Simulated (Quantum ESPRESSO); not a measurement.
# Co (P6_3/mmc) in Quantum ESPRESSO: settings compared

Aim: see how the results for Co move with the level of theory and the settings. Levels: PBE, LDA. Tasks: band structure.

Everything below comes from runs of Quantum ESPRESSO 7.5. Logs are shortened: lines on timing, memory, paths and dates and some standing lists are left out, and cuts for length are marked.

## Step 1: Starting point

Symmetry: P6_3/mmc, No. 194, hexagonal system. The conventional cell has a = 2.507 Å, b = 2.507 Å, c = 4.069 Å, α = 90.00°, β = 90.00°, γ = 120.00°. Around Co (site symmetry -6m2) lie 12 Co at 2.50 to 2.51 Å.

## Step 2: Band structure, PBE, collinear spin, ferromagnetic start

Input file pw.in:

```
&CONTROL
  calculation = 'scf'
  prefix = 'pwscf'
  outdir = './tmp'
  pseudo_dir = './pseudo'
  tprnfor = .true.
  tstress = .true.
  disk_io = 'low'
/
&SYSTEM
  ibrav = 0
  celldm(1) = 8
  nat = 2
  ntyp = 1
  ecutwfc = 55
  ecutrho = 440
  nbnd = 28
  occupations = 'smearing'
  smearing = 'fd'
  degauss = 0.00367493
  nspin = 2
  starting_magnetization(1) = 0.1176
/
&ELECTRONS
  conv_thr = 4d-10
  electron_maxstep = 120
  mixing_beta = 0.3
/
ATOMIC_SPECIES
Co    58.9332 Co_pbe_v1.2.uspp.F.UPF
CELL_PARAMETERS alat
  0.5921929243046   0.0000000000000   0.0000000000000
 -0.2960964621523   0.5128541163892   0.0000000000000
  0.0000000000000   0.0000000000000   0.9611619501378
ATOMIC_POSITIONS crystal
Co     0.3333333333    0.6666666667    0.2500000000
Co     0.6666666667    0.3333333333    0.7500000000
K_POINTS automatic
16 16 10 0 0 0
```

Input file bands.in:

```
&CONTROL
  calculation = 'bands'
  prefix = 'pwscf'
  outdir = './tmp'
  pseudo_dir = './pseudo'
  disk_io = 'low'
  verbosity = 'high'
/
&SYSTEM
  ibrav = 0
  celldm(1) = 8
  nat = 2
  ntyp = 1
  ecutwfc = 55
  ecutrho = 440
  nbnd = 28
  occupations = 'smearing'
  smearing = 'fd'
  degauss = 0.00367493
  nspin = 2
  starting_magnetization(1) = 0.1176
/
&ELECTRONS
  conv_thr = 1d-08
  electron_maxstep = 120
  mixing_beta = 0.3
  diago_full_acc = .true.
/
ATOMIC_SPECIES
Co    58.9332 Co_pbe_v1.2.uspp.F.UPF
CELL_PARAMETERS alat
  0.5921929243046   0.0000000000000   0.0000000000000
 -0.2960964621523   0.5128541163892   0.0000000000000
  0.0000000000000   0.0000000000000   0.9611619501378
ATOMIC_POSITIONS crystal
Co     0.3333333333    0.6666666667    0.2500000000
Co     0.6666666667    0.3333333333    0.7500000000
K_POINTS crystal
60
 0.0000000000  0.0000000000  0.0000000000 1
 0.0714285714  0.0000000000  0.0000000000 1
 0.1428571429  0.0000000000  0.0000000000 1
 0.2142857143  0.0000000000  0.0000000000 1
 0.2857142857  0.0000000000  0.0000000000 1
 0.3571428571  0.0000000000  0.0000000000 1
 0.4285714286  0.0000000000  0.0000000000 1
 0.5000000000  0.0000000000  0.0000000000 1
 0.4583333333  0.0833333333  0.0000000000 1
 0.4166666667  0.1666666667  0.0000000000 1
 0.3750000000  0.2500000000  0.0000000000 1
 0.3333333333  0.3333333333  0.0000000000 1
 0.2962962963  0.2962962963  0.0000000000 1
 0.2592592593  0.2592592593  0.0000000000 1
 0.2222222222  0.2222222222  0.0000000000 1
 0.1851851852  0.1851851852  0.0000000000 1
 0.1481481481  0.1481481481  0.0000000000 1
 0.1111111111  0.1111111111  0.0000000000 1
 0.0740740741  0.0740740741  0.0000000000 1
 0.0370370370  0.0370370370  0.0000000000 1
 0.0000000000  0.0000000000  0.0000000000 1
 0.0000000000  0.0000000000  0.1250000000 1
 0.0000000000  0.0000000000  0.2500000000 1
 0.0000000000  0.0000000000  0.3750000000 1
 0.0000000000  0.0000000000  0.5000000000 1
 0.0625000000  0.0000000000  0.5000000000 1
 0.1250000000  0.0000000000  0.5000000000 1
 0.1875000000  0.0000000000  0.5000000000 1
 0.2500000000  0.0000000000  0.5000000000 1
 0.3125000000  0.0000000000  0.5000000000 1
 0.3750000000  0.0000000000  0.5000000000 1
 0.4375000000  0.0000000000  0.5000000000 1
 0.5000000000  0.0000000000  0.5000000000 1
 0.4666666667  0.0666666667  0.5000000000 1
 0.4333333333  0.1333333333  0.5000000000 1
 0.4000000000  0.2000000000  0.5000000000 1
 0.3666666667  0.2666666667  0.5000000000 1
 0.3333333333  0.3333333333  0.5000000000 1
 0.3030303030  0.3030303030  0.5000000000 1
 0.2727272727  0.2727272727  0.5000000000 1
 0.2424242424  0.2424242424  0.5000000000 1
 0.2121212121  0.2121212121  0.5000000000 1
 0.1818181818  0.1818181818  0.5000000000 1
 0.1515151515  0.1515151515  0.5000000000 1
 0.1212121212  0.1212121212  0.5000000000 1
 0.0909090909  0.0909090909  0.5000000000 1
 0.0606060606  0.0606060606  0.5000000000 1
 0.0303030303  0.0303030303  0.5000000000 1
 0.0000000000  0.0000000000  0.5000000000 1
 0.5000000000  0.0000000000  0.5000000000 1
 0.5000000000  0.0000000000  0.3750000000 1
 0.5000000000  0.0000000000  0.2500000000 1
 0.5000000000  0.0000000000  0.1250000000 1
 0.5000000000  0.0000000000  0.0000000000 1
 0.3333333333  0.3333333333  0.0000000000 1
 0.3333333333  0.3333333333  0.1000000000 1
 0.3333333333  0.3333333333  0.2000000000 1
 0.3333333333  0.3333333333  0.3000000000 1
 0.3333333333  0.3333333333  0.4000000000 1
 0.3333333333  0.3333333333  0.5000000000 1
```

Potentials or basis: SSSP 1.3 efficiency PBE.

Launch:

```sh
> OMP_NUM_THREADS=1 pw.x -in pw.in > pw.out
> OMP_NUM_THREADS=1 pw.x -in bands.in > bands.out
```

pw.out:

```text
This program is part of the open-source Quantum ESPRESSO suite
     for quantum simulation of materials; please cite
[... 9 lines left out ...]
     --------------------
     sticks:   dense  smooth     PW     G-vecs:    dense   smooth      PW
     Sum         673     349    109                23307     8245    1473

     Using Slab Decomposition

     bravais-lattice index     =            0
     lattice parameter (alat)  =       8.0000  a.u.
     unit-cell volume          =     149.4595 (a.u.)^3
     number of atoms/cell      =            2
     number of atomic types    =            1
     number of electrons       =        34.00
     number of Kohn-Sham states=           28
     kinetic-energy cutoff     =      55.0000  Ry
     charge density cutoff     =     440.0000  Ry
     scf convergence threshold =      4.0E-10
     mixing beta               =       0.3000
     number of iterations used =            8  plain     mixing
     Exchange-correlation= SLA  PW   PBE  PBE
                           (   1   4   3   4   0   0   0)

     celldm(1)=   8.000000  celldm(2)=   0.000000  celldm(3)=   0.000000
     celldm(4)=   0.000000  celldm(5)=   0.000000  celldm(6)=   0.000000

     crystal axes: (cart. coord. in units of alat)
               a(1) = (   0.592193   0.000000   0.000000 )
               a(2) = (  -0.296096   0.512854   0.000000 )
               a(3) = (   0.000000   0.000000   0.961162 )

     reciprocal axes: (cart. coord. in units 2 pi/alat)
               b(1) = (  1.688639  0.974936 -0.000000 )
               b(2) = (  0.000000  1.949872  0.000000 )
               b(3) = (  0.000000 -0.000000  1.040407 )

     PseudoPot. # 1 for Co read from file:
     Co_pbe_v1.2.uspp.F.UPF
     Pseudo is Ultrasoft + core correction, Zval = 17.0
     Generated by new atomic code, or converted to UPF format
     Using radial grid of  863 points,  6 beta functions with:
                l(1) =   0
                l(2) =   0
                l(3) =   1
                l(4) =   1
                l(5) =   2
                l(6) =   2
     Q(r) pseudized with  8 coefficients,  rinner =    1.200   1.200   1.200
                                                       1.200   1.200

     atomic species   valence    mass     pseudopotential
     Co               17.00    58.93320     Co( 1.00)

     Starting magnetic structure
     atomic species   magnetization
     Co              0.118

     24 Sym. Ops., with inversion, found (12 have fractional translation)

   Cartesian axes

     site n.     atom                  positions (alat units)
         1        Co     tau(   1) = (  -0.0000000   0.3419027   0.2402905  )
         2        Co     tau(   2) = (   0.2960965   0.1709514   0.7208715  )

     number of k points=   180  Fermi-Dirac smearing, width (Ry)=  0.0037

     Number of k-points >= 100: set verbosity='high' to print them.

     Dense  grid:    23307 G-vectors     FFT dimensions: (  32,  32,  54)

     Smooth grid:     8245 G-vectors     FFT dimensions: (  24,  24,  40)

     Check: negative core charge=   -0.000037
     Generating pointlists ...
     new r_m :   0.2433 (alat units)  1.9463 (a.u.) for type    1

     Initial potential from superposition of free atoms

     starting charge      32.0000, renormalised to      34.0000
     Starting wfcs are   26 randomized atomic wfcs +    2 random wfcs

     Self-consistent Calculation

     iteration #  1     ecut=    55.00 Ry     beta= 0.30
     Davidson diagonalization with overlap
     ethr =  1.00E-02,  avg # of iterations =  4.6

     total energy              =    -593.74235151 Ry
     estimated scf accuracy    <      14.79081721 Ry

     total magnetization       =     2.17 Bohr mag/cell
     absolute magnetization    =     2.22 Bohr mag/cell

     iteration #  2     ecut=    55.00 Ry     beta= 0.30
     Davidson diagonalization with overlap
     ethr =  1.00E-02,  avg # of iterations =  2.0

     total energy              =    -596.85590536 Ry
     estimated scf accuracy    <       0.68683744 Ry

     total magnetization       =     3.10 Bohr mag/cell
     absolute magnetization    =     3.27 Bohr mag/cell

     iteration #  3     ecut=    55.00 Ry     beta= 0.30
     Davidson diagonalization with overlap
     ethr =  2.02E-03,  avg # of iterations =  1.1

     total energy              =    -596.97770718 Ry
     estimated scf accuracy    <       0.00948355 Ry

     total magnetization       =     3.25 Bohr mag/cell
     absolute magnetization    =     3.46 Bohr mag/cell

     iteration #  4     ecut=    55.00 Ry     beta= 0.30
     Davidson diagonalization with overlap
     ethr =  2.79E-05,  avg # of iterations =  3.5

     total energy              =    -596.97956538 Ry
     estimated scf accuracy    <       0.00274981 Ry

     total magnetization       =     3.25 Bohr mag/cell
     absolute magnetization    =     3.48 Bohr mag/cell

     iteration #  5     ecut=    55.00 Ry     beta= 0.30
     Davidson diagonalization with overlap
     ethr =  8.09E-06,  avg # of iterations =  2.0

     total energy              =    -596.98024334 Ry
     estimated scf accuracy    <       0.00052724 Ry
[... 38 lines left out ...]
     total energy              =    -596.98045839 Ry
     estimated scf accuracy    <       0.00000084 Ry

     total magnetization       =     3.30 Bohr mag/cell
     absolute magnetization    =     3.68 Bohr mag/cell

     iteration # 10     ecut=    55.00 Ry     beta= 0.30
     Davidson diagonalization with overlap
     ethr =  2.47E-09,  avg # of iterations =  1.5

     total energy              =    -596.98045855 Ry
     estimated scf accuracy    <       0.00000011 Ry

     total magnetization       =     3.30 Bohr mag/cell
     absolute magnetization    =     3.68 Bohr mag/cell

     iteration # 11     ecut=    55.00 Ry     beta= 0.30
     Davidson diagonalization with overlap
     ethr =  3.37E-10,  avg # of iterations =  1.8

     total energy              =    -596.98045863 Ry
     estimated scf accuracy    <          4.2E-09 Ry

     total magnetization       =     3.30 Bohr mag/cell
     absolute magnetization    =     3.68 Bohr mag/cell

     iteration # 12     ecut=    55.00 Ry     beta= 0.30
     Davidson diagonalization with overlap
     ethr =  1.23E-11,  avg # of iterations =  1.8

     Magnetic moment per site  (integrated on atomic sphere of radius R)
     atom   1 (R=0.243)  charge= 15.6101  magn=  1.7367
     atom   2 (R=0.243)  charge= 15.6101  magn=  1.7367

     End of self-consistent calculation

     Number of k-points >= 100: set verbosity='high' to print the bands.

     the Fermi energy is    18.0534 ev

!    total energy              =    -596.98045865 Ry
     estimated scf accuracy    <          1.4E-10 Ry
     smearing contrib. (-TS)   =      -0.00116260 Ry
     internal energy E=F+TS    =    -596.97929605 Ry

     The total energy is F=E-TS. E is the sum of the following terms:
     one-electron contribution =    -313.51789115 Ry
     hartree contribution      =     178.19917308 Ry
     xc contribution           =     -65.33790669 Ry
     ewald contribution        =    -396.32267129 Ry

     total magnetization       =     3.30 Bohr mag/cell
     absolute magnetization    =     3.68 Bohr mag/cell

     convergence has been achieved in  12 iterations

     Forces acting on atoms (cartesian axes, Ry/au):

     atom    1 type  1   force =    -0.00000000   -0.00000000    0.00000000
     atom    2 type  1   force =     0.00000000   -0.00000000    0.00000000

     Total force =     0.000000     Total SCF correction =     0.000000

     Computing stress (Cartesian axis) and pressure

          total   stress  (Ry/bohr**3)                   (kbar)     P=      -40.69
  -0.00024740   0.00000000   0.00000000          -36.39        0.00        0.00
   0.00000000  -0.00024740   0.00000000            0.00      -36.39        0.00
   0.00000000   0.00000000  -0.00033495            0.00        0.00      -49.27

=------------------------------------------------------------------------------=
   JOB DONE.
=------------------------------------------------------------------------------=
```

Run time: 2.7 min. Hardware: 1 thread of Intel Xeon Platinum 8375C at 2.90GHz (Ice Lake), shared host; peak memory 0.28 GiB.

What came out:

| Item | Value |
| --- | --- |
| Free energy | -8122.3329 eV |
| Pressure | -4.1 GPa |
| Band gap on the k mesh | none (metal or under the smearing width) |
| Net moment | 3.30 μB per cell |
| Absolute moment | 3.68 μB per cell |
| Site moments | Co +1.74 μB |
| Valence electrons inside the program's atomic spheres | Co 15.61 |

Stress tensor (GPa, compression positive):
```
-3.64  0.00  0.00
 0.00 -3.64  0.00
 0.00  0.00 -4.93
```

Levels at the corners of the path, in eV from the Fermi level:
Spin up:
```csv
point,band 14,band 15,band 16,band 17,band 18,band 19,band 20,band 21,band 22,band 23
Γ,-2.39,-2.39,-2.04,-2.04,-0.98,-0.98,-0.25,5.97,21.61,24.02
M,-2.61,-2.31,-0.84,-0.77,-0.70,1.12,3.08,9.35,9.96,12.38
K,-2.95,-2.05,-1.09,-1.09,-0.99,4.28,5.04,5.04,11.99,12.71
Γ,-2.39,-2.39,-2.04,-2.04,-0.98,-0.98,-0.25,5.97,21.61,24.02
A,-2.75,-2.75,-2.75,-1.29,-1.29,-1.29,-1.29,14.52,14.52,22.31
L,-1.92,-1.21,-1.21,-0.76,-0.76,1.42,1.42,6.94,6.94,17.92
H,-3.03,-2.02,-2.02,-0.93,-0.93,5.47,5.47,7.05,7.05,9.17
A,-2.75,-2.75,-2.75,-1.29,-1.29,-1.29,-1.29,14.52,14.52,22.31
L,-1.92,-1.21,-1.21,-0.76,-0.76,1.42,1.42,6.94,6.94,17.92
M,-2.61,-2.31,-0.84,-0.77,-0.70,1.12,3.08,9.35,9.96,12.38
K,-2.95,-2.05,-1.09,-1.09,-0.99,4.28,5.04,5.04,11.99,12.71
H,-3.03,-2.02,-2.02,-0.93,-0.93,5.47,5.47,7.05,7.05,9.17
```
Spin down:
```csv
point,band 13,band 14,band 15,band 16,band 17,band 18,band 19,band 20
Γ,-0.90,-0.54,-0.54,-0.33,-0.11,-0.11,1.08,1.08
M,-1.04,-1.01,-0.59,1.22,1.33,1.38,2.50,4.17
K,-1.33,-1.33,-0.29,0.93,0.93,1.08,5.14,5.88
Γ,-0.90,-0.54,-0.54,-0.33,-0.11,-0.11,1.08,1.08
A,-0.96,-0.96,-0.96,-0.96,0.75,0.75,0.75,0.75
L,-0.01,-0.01,0.20,0.20,1.32,1.32,2.13,2.13
H,-1.72,-1.72,-0.14,-0.14,1.11,1.11,6.17,6.17
A,-0.96,-0.96,-0.96,-0.96,0.75,0.75,0.75,0.75
L,-0.01,-0.01,0.20,0.20,1.32,1.32,2.13,2.13
M,-1.04,-1.01,-0.59,1.22,1.33,1.38,2.50,4.17
K,-1.33,-1.33,-0.29,0.93,0.93,1.08,5.14,5.88
H,-1.72,-1.72,-0.14,-0.14,1.11,1.11,6.17,6.17
```

## Step 3: Band structure, LDA, collinear spin, ferromagnetic start

pw.in, as its differences from that of step 2:

```diff
@@ -14,4 +14,4 @@
   ntyp = 1
-  ecutwfc = 55
-  ecutrho = 440
+  ecutwfc = 56
+  ecutrho = 448
   nbnd = 28
@@ -29,3 +29,3 @@
 ATOMIC_SPECIES
-Co    58.9332 Co_pbe_v1.2.uspp.F.UPF
+Co    58.9332 co_lda_v1.2.uspp.F.UPF
 CELL_PARAMETERS alat
```

bands.in, as its differences from that of step 2:

```diff
@@ -13,4 +13,4 @@
   ntyp = 1
-  ecutwfc = 55
-  ecutrho = 440
+  ecutwfc = 56
+  ecutrho = 448
   nbnd = 28
@@ -27,5 +27,6 @@
   diago_full_acc = .true.
+  startingwfc = 'random'
 /
 ATOMIC_SPECIES
-Co    58.9332 Co_pbe_v1.2.uspp.F.UPF
+Co    58.9332 co_lda_v1.2.uspp.F.UPF
 CELL_PARAMETERS alat
```

Potentials or basis: GBRV 1.5 LDA.

Launch:

```sh
> OMP_NUM_THREADS=1 pw.x -in pw.in > pw.out
> OMP_NUM_THREADS=1 pw.x -in bands.in > bands.out
```

Run time: 3 min. Hardware: 1 thread of Intel Xeon Platinum 8375C at 2.90GHz (Ice Lake), shared host; peak memory 0.28 GiB.

Results (log left out):

```
Free energy                                           : -8118.2082 eV
Pressure                                              : -21.8 GPa
Band gap on the k mesh                                : none (metal or under the smearing width)
Net moment                                            : 3.21 μB per cell
Absolute moment                                       : 3.48 μB per cell
Site moments                                          : Co +1.67 μB
Valence electrons inside the program's atomic spheres : Co 15.62
```

Stress tensor (GPa, compression positive):
```
-21.41   0.00   0.00
  0.00 -21.41   0.00
  0.00   0.00 -22.69
```

Levels at the corners of the path, in eV from the Fermi level:
Spin up:
```csv
point,band 14,band 15,band 16,band 17,band 18,band 19,band 20,band 21,band 22,band 23
Γ,-2.27,-2.27,-1.91,-1.91,-0.83,-0.83,-0.26,6.02,21.62,23.93
M,-2.52,-2.20,-0.70,-0.62,-0.55,1.20,3.13,9.34,9.92,12.46
K,-2.84,-1.93,-0.95,-0.95,-0.83,4.34,5.06,5.06,11.96,12.70
Γ,-2.27,-2.27,-1.91,-1.91,-0.83,-0.83,-0.26,6.02,21.62,23.93
A,-2.64,-2.64,-2.64,-1.14,-1.14,-1.14,-1.14,14.53,14.53,22.30
L,-1.78,-1.09,-1.09,-0.61,-0.61,1.44,1.44,6.98,6.98,17.86
H,-2.94,-1.89,-1.89,-0.79,-0.79,5.49,5.49,7.11,7.11,9.16
A,-2.64,-2.64,-2.64,-1.14,-1.14,-1.14,-1.14,14.53,14.53,22.30
L,-1.78,-1.09,-1.09,-0.61,-0.61,1.44,1.44,6.98,6.98,17.86
M,-2.52,-2.20,-0.70,-0.62,-0.55,1.20,3.13,9.34,9.92,12.46
K,-2.84,-1.93,-0.95,-0.95,-0.83,4.34,5.06,5.06,11.96,12.70
H,-2.94,-1.89,-1.89,-0.79,-0.79,5.49,5.49,7.11,7.11,9.16
```
Spin down:
```csv
point,band 13,band 14,band 15,band 16,band 17,band 18,band 19,band 20
Γ,-0.94,-0.59,-0.59,-0.16,-0.16,-0.11,1.04,1.04
M,-1.09,-1.02,-0.61,1.18,1.29,1.34,2.53,4.22
K,-1.34,-1.34,-0.32,0.89,0.89,1.04,5.26,5.94
Γ,-0.94,-0.59,-0.59,-0.16,-0.16,-0.11,1.04,1.04
A,-1.00,-1.00,-1.00,-1.00,0.70,0.70,0.70,0.70
L,-0.05,-0.05,0.28,0.28,1.28,1.28,2.20,2.20
H,-1.68,-1.68,-0.19,-0.19,1.07,1.07,6.28,6.28
A,-1.00,-1.00,-1.00,-1.00,0.70,0.70,0.70,0.70
L,-0.05,-0.05,0.28,0.28,1.28,1.28,2.20,2.20
M,-1.09,-1.02,-0.61,1.18,1.29,1.34,2.53,4.22
K,-1.34,-1.34,-0.32,0.89,0.89,1.04,5.26,5.94
H,-1.68,-1.68,-0.19,-0.19,1.07,1.07,6.28,6.28
```

Caveat: so large a pressure means that the cell lies far from this level's equilibrium, or that cutoff or potentials fall short.
